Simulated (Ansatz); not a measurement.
# GaC2: the cost of one run

Computed with Ansatz 0.2.0 (DFT PBE, scalar-relativistic, plane waves, PAW, unless a step's input says otherwise).

1 further run of the same task is left out (set aside as unsound or not needed).

## (1) The starting structure

Symmetry: Pnnm, No. 58, orthorhombic system. The conventional cell has a = 4.005 Å, b = 4.888 Å, c = 3.051 Å, α = 90.00°, β = 90.00°, γ = 90.00°. Around Ga (site symmetry 2/m) lie 6 C at 2.02 to 2.03 Å. C (site symmetry m) is surrounded by 1 C at 2.00 Å and 3 Ga at 2.02 to 2.03 Å.

As a file:

```
CELL_PARAMETERS angstrom
4.00485 0.00000 0.00000
0.00000 4.88789 0.00000
0.00000 0.00000 3.05135
ATOMIC_POSITIONS crystal
Ga 0.00000 0.00000 0.00000
Ga 0.50000 0.50000 0.50000
C 0.20040 0.37870 0.00000
C 0.79960 0.62130 0.00000
C 0.70040 0.12130 0.50000
C 0.29960 0.87870 0.50000
```

(A quick probe on a coarse mesh, which set the mesh and smearing, is not shown.)

## (3) A loose first relaxation

input.yaml reads:

```yaml
crystal:
  lattice:
    - [4.0048473711, 0.0, 0.0]
    - [0.0, 4.8878853101, 0.0]
    - [0.0, 0.0, 3.0513466088]
  atoms:
    - { symbol: Ga, position: [0.0, 0.0, 0.0] }
    - { symbol: Ga, position: [0.5, 0.5, 0.5] }
    - { symbol: C, position: [0.2004, 0.3787, 0.0] }
    - { symbol: C, position: [0.7996, 0.6213, 0.0] }
    - { symbol: C, position: [0.7004, 0.1213, 0.5] }
    - { symbol: C, position: [0.2996, 0.8787, 0.5] }
basis:
  ecutwfc: 420
kpoints:
  mp_grid: { grid: [4, 4, 6] }
hamiltonian:
  xc: pbe
scf:
  occupations: { method: gaussian, width: 0.1 }
  lower_state_search: "off"
output:
  forces: true
  stress: true
  eigenvalues: true
relax:
  adjacent_minimum: "off"
  f_tol: 0.04
  max_steps: 70
  cell: { stress_tol: 0.4 }
```

On the command line:

```
$ ansatz run input.yaml --threads 1 --pin off --max-ram 2560MiB --backend cpu --events-out ev --progress --plain --runs-dir out
```

What time and memory should one allow on 1 thread of Arm Neoverse V2, shared host?

About 46 s, with a peak of 0.36 GiB.
